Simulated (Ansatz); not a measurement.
# Nb2B: the cost of one run

Computed with Ansatz 0.2.0 (DFT PBE, scalar-relativistic, plane waves, PAW, unless a step's input says otherwise).

**1. The structure to begin with**

Symmetry: P6/mmm, No. 191, hexagonal system. Conventional cell: a = 3.940 Å, b = 3.940 Å, c = 3.159 Å, α = 90.00°, β = 90.00°, γ = 120.00°. Nb (site symmetry -6m2) has 3 Nb at 2.27 Å and 3 B at 2.27 Å as nearest neighbours. Around B (site symmetry 6/mmm) lie 6 Nb at 2.27 Å.

As a file:

```
Nb B
1.0
     3.93985    0.00000    0.00000
    -1.96992    3.41201    0.00000
     0.00000    0.00000    3.15945
Nb B
2 1
Cartesian
  0.0000 2.2747 1.5797
  1.9699 1.1373 1.5797
  0.0000 0.0000 1.5797
```

The cell is invented: random cell by space group and Wyckoff sites (P6/mmm, No. 191). The dimensions are guesses.

**2. Probe: one point on a coarse mesh**

The input, input.yaml:

```yaml
crystal:
  lattice:
    - [3.93984684, 0.0, 0.0]
    - [-1.96992342, 3.41200745, 0.0]
    - [0.0, 0.0, 3.15944501]
  atoms:
    - { symbol: Nb, position: [0.33333333, 0.66666667, 0.5] }
    - { symbol: Nb, position: [0.66666667, 0.33333333, 0.5] }
    - { symbol: B, position: [0.0, 0.0, 0.5] }
basis:
  ecutwfc: 420
kpoints:
  mp_grid: { grid: [6, 6, 6] }
hamiltonian:
  xc: pbe
scf:
  occupations: { method: gaussian, width: 0.1 }
  lower_state_search: "off"
output:
  forces: true
  stress: true
  eigenvalues: true
```

The run is started by

```
$ ansatz run input.yaml --threads 1 --pin off --max-ram 2560MiB --backend cpu --events-out ev --progress --plain --runs-dir out
```

**Question.** How long does this run take on 1 thread of Arm Neoverse V1, shared host, and how much memory does it need?

About 1.8 s, with a peak of 0.28 GiB.
